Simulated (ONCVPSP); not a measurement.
# An ONCV potential for zirconium, from input to tests

Do these settings give a usable potential? It is generated, then checked for transferability, scattering, ghosts and hardness.

The numbers are computed with ONCVPSP 4.0.1 (PBE, fully relativistic, spin-unpolarised reference atom).

## 1. Starting point

The settings as typed:

```json
{
 "element": "zirconium (Zr, Z = 40)",
 "type": "optimised norm-conserving Vanderbilt (ONCV)",
 "frozen core": "[Ar] 3d10",
 "valence charge": "12",
 "reference configuration": "4s2 4p6 4d2 5s1 (charge +1)",
 "partial waves": "4s+5s: rc 1.65 bohr, ncon 3, nbas 7, qcut 5.6 1/bohr, 2 projectors; 4p: rc 1.50 bohr, ncon 4, nbas 8, qcut 6.5 1/bohr, 2 projectors, debl 0.6 Ha; 4d: rc 2.65 bohr, ncon 4, nbas 8, qcut 4.8 1/bohr, 3 projectors, debl 0.6 Ha; f scattering state at 0.41 Ha: rc 2.50 bohr, ncon 3, nbas 6, qcut 4.8 1/bohr, 1 projector",
 "local potential": "polynomial inside 1.15 bohr (lpopt 5, dvloc0 0 Ha)",
 "core correction": "Teter function, fcfact 3.75, rcfact 1.55"
}
```

The outer shells as boxes (Hund's rule for the drawing; the calculation is spin-unpolarised):

```
[Ar] core
3d [↑↓][↑↓][↑↓][↑↓][↑↓]
4s [↑↓]
4p [↑↓][↑↓][↑↓]
4d [↑ ][↑ ][  ][  ][  ]
5s [↑ ]
```

The nodes and maxima of the atom's own shells, from an earlier all-electron run, set the scale for the radii.

All-electron outer shells of the reference configuration (PBE, scalar-relativistic, ld1.x):

```tsv
shell	level (eV)	outermost node (bohr)	outermost maximum (bohr)
3d	-181.39	–	0.35
4s	-61.18	0.55	1.08
4p	-39.14	0.56	1.17
4d	-9.98	0.58	1.59
5s	-9.94	1.46	3.00
5p	-6.26	1.68	3.71
```

## 2. The generation run

The input, Zr.dat:

```
# ATOM AND REFERENCE CONFIGURATION
# atsym  z   nc   nv     iexc    psfile
  Zr 40.00    6    4        4      upf
#
#   n    l    f
    1    0    2.00
    2    0    2.00
    2    1    6.00
    3    0    2.00
    3    1    6.00
    3    2   10.00
    4    0    2.00
    4    1    6.00
    4    2    2.00
    5    0    1.00
#
# PSEUDOPOTENTIAL AND OPTIMIZATION
# lmax
    3
#
#   l,   rc,      ep,       ncon, nbas, qcut
    0    1.65    0.00    3    7    5.60
    1    1.50    0.00    4    8    6.50
    2    2.65    0.00    4    8    4.80
    3    2.50    0.41    3    6    4.80
#
# LOCAL POTENTIAL
# lloc, lpopt,  rc(5),   dvloc0
    4    5    1.15    0.00
#
# VANDERBILT-KLEINMAN-BYLANDER PROJECTORs
# l, nproj, debl
    0    2    3.00
    1    2    0.60
    2    3    0.60
    3    1    1.20
#
# MODEL CORE CHARGE
# icmod, fcfact, rcfact
    3    3.75    1.55
#
# LOG DERIVATIVE ANALYSIS
# epsh1, epsh2, depsh
   -4.00    5.00    0.02
#
# OUTPUT GRID
# rlmax, drl
    6.00    0.01
#
# TEST CONFIGURATIONS
# ncnf
    4
# nvcnf
#   n    l    f
    4
    4    0    2.00
    4    1    6.00
    4    2    2.00
    5    0    2.00
#
    4
    4    0    2.00
    4    1    6.00
    4    2    2.00
    5    0    0.00
#
    4
    4    0    2.00
    4    1    6.00
    4    2    1.00
    5    0    0.00
#
    4
    4    0    2.00
    4    1    6.00
    4    2    2.00
    5    0    1.50
#
```

Command:

```
$ oncvpspr.x < Zr.dat > Zr.out
```

What does the calculation give? Wanted: cutoffs for 1 and 0.1 mHa per electron, occupied waves; bound ghosts; GHOST(+) flags; largest test error; largest phase difference near zero energy, channels read; rms error of d²Exc/dn², without and with the model core; projector energies reset by the program.

The runs gave:

| quantity | value |
| --- | --- |
| cutoffs for 1 and 0.1 mHa per electron, occupied waves | 18 Ha and 53 Ha |
| bound ghosts | none found |
| GHOST(+) flags | s at 106 eV, f7/2 at 89 eV |
| largest test error (AE − PS) | +34 meV, for 4s2 4p6 4d1 5s0 |
| largest phase difference near zero energy, channels read | 0.003 rad |
| rms error of d²Exc/dn², without and with the model core | 6.41 and 3.15 mHa |
| projector energies reset by the program | p: -1.417, 0.250 Ha |

By total energies transferability is fair: the largest error is 34 meV on 35.6 eV, for 4s2 4p6 4d1 5s0. By its cutoff, 18 Ha for the looser tolerance, it is of middling hardness. The tighter tolerance needs 53 Ha, and converged work needs a cutoff nearer that. At the looser tolerance the 4p wave is the slowest; 4s needs 13 Ha. It is free of bound ghosts as far as tested. Near zero energy the phases of the channels with partial waves agree within 0.003 rad. The program also flags highly localised states, GHOST(+) (s, f7/2).
